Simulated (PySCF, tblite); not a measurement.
# C₇H₁₁F₂N: geometry, infrared bands and NMR shifts

Wanted: the infrared bands and NMR shifts of C₇H₁₁F₂N (`C/N=C/[C@@H](C)[C@@H]1[C@H](F)[C@@H]1F`), by calculation.

Programs: tblite 0.8.0 and PySCF 2.14.0, with density-fitted response routines of our own. Each step states its level of theory. These are calculated values for one molecule in the gas phase, unless marked as measured. Atoms are numbered from 0 throughout.

### 1 The molecule as given

21 atoms, charge 0, multiplicity 1; geometry from: force field or distance geometry start.

Bonds of the start (Å): C0–N1 1.46, N1–C2 1.27, C2–C3 1.48, C3–C4 1.54, C3–C5 1.51, C5–C6 1.53, C6–F7 1.37, C6–C8 1.51, C8–F9 1.36, C8–C5 1.48, C0–H10 1.11, C0–H11 1.09, C0–H12 1.11, C2–H13 1.09, C3–H14 1.10, C4–H15 1.11, C4–H16 1.11, C4–H17 1.11, C5–H18 1.12, C6–H19 1.11, C8–H20 1.12.

### 2 Geometry optimisation with GFN2-xTB

What the job is given:

```
{"job": {"kind": "relax", "xc": "GFN2-xTB", "basis": "xTB"}, "charge": 0, "multiplicity": 1}
C      3.291500     0.381500     0.740700
N      1.837600     0.325200     0.685300
C      1.276000    -0.216800    -0.312700
C     -0.192900    -0.331300    -0.490900
C     -0.617900    -1.786600    -0.206300
C     -1.015100     0.522200     0.442000
C     -2.517900     0.353700     0.222500
F     -2.950400    -0.266500    -0.923400
C     -1.823500     1.664200    -0.046400
F     -1.677300     2.065500    -1.342100
H      3.711900    -0.614200     0.478900
H      3.608400     1.076500    -0.033900
H      3.590800     0.672600     1.766000
H      1.911700    -0.601000    -1.108600
H     -0.417200    -0.057900    -1.536000
H     -1.599600    -1.791100     0.317600
H      0.127400    -2.253100     0.479100
H     -0.657700    -2.306300    -1.183600
H     -0.694400     0.515400     1.513900
H     -3.110600     0.202000     1.148700
H     -2.089500     2.462800     0.698100
```

Started as:

```bash
$ OMP_NUM_THREADS=1 python probes_run.py task.json out
```

One launch serves the whole session: the jobs run in the order shown.

**Question.** This job is followed by: GFN2-xTB harmonic vibrations, gas phase; GIAO PBE0/pcSseg-1 NMR shielding, non-relativistic, gas phase. What will the session give for the following? strongest single infrared mode (GFN2-xTB); zero-point energy (GFN2-xTB); ¹³C shifts against TMS (PBE0/pcSseg-1); ¹H shifts against TMS (PBE0/pcSseg-1, means over atoms taken as alike); ¹⁵N shifts against NH3 (PBE0/pcSseg-1); ¹⁹F shifts against CFCl3 (PBE0/pcSseg-1).

As calculated:

| quantity | value |
| --- | --- |
| strongest single infrared mode (GFN2-xTB) | 2808 cm⁻¹, 120 km/mol |
| zero-point energy (GFN2-xTB) | 105.1 kcal/mol |
| ¹³C shifts against TMS (PBE0/pcSseg-1) | 170.8, 74.6, 73.2, 50.8, 36.3, 25.8, 19.0 ppm |
| ¹H shifts against TMS (PBE0/pcSseg-1, means over atoms taken as alike) | 7.98, 4.40, 4.37, 3.68, 2.65, 1.23, 1.21 ppm |
| ¹⁵N shifts against NH3 (PBE0/pcSseg-1) | 363.2 ppm |
| ¹⁹F shifts against CFCl3 (PBE0/pcSseg-1) | -271.3, -276.4 ppm |

What this shows: The optimisation took 115 steps and gained 0.722 eV; among the close pairs (by a distance rule), C8–H20 changed most, from 1.124 to 1.083 Å. All 57 modes are real, so the xTB geometry is a minimum. The strongest single mode, at 2808 cm⁻¹, moves mainly H13. GFN2-xTB is a fitted tight-binding method: band positions and strengths are rough. Its intensities can rank the bands wrongly. At PBE0/pcSseg-1: Shielding is most anisotropic at N1 (span 699 ppm, paramagnetic term -426 ppm).
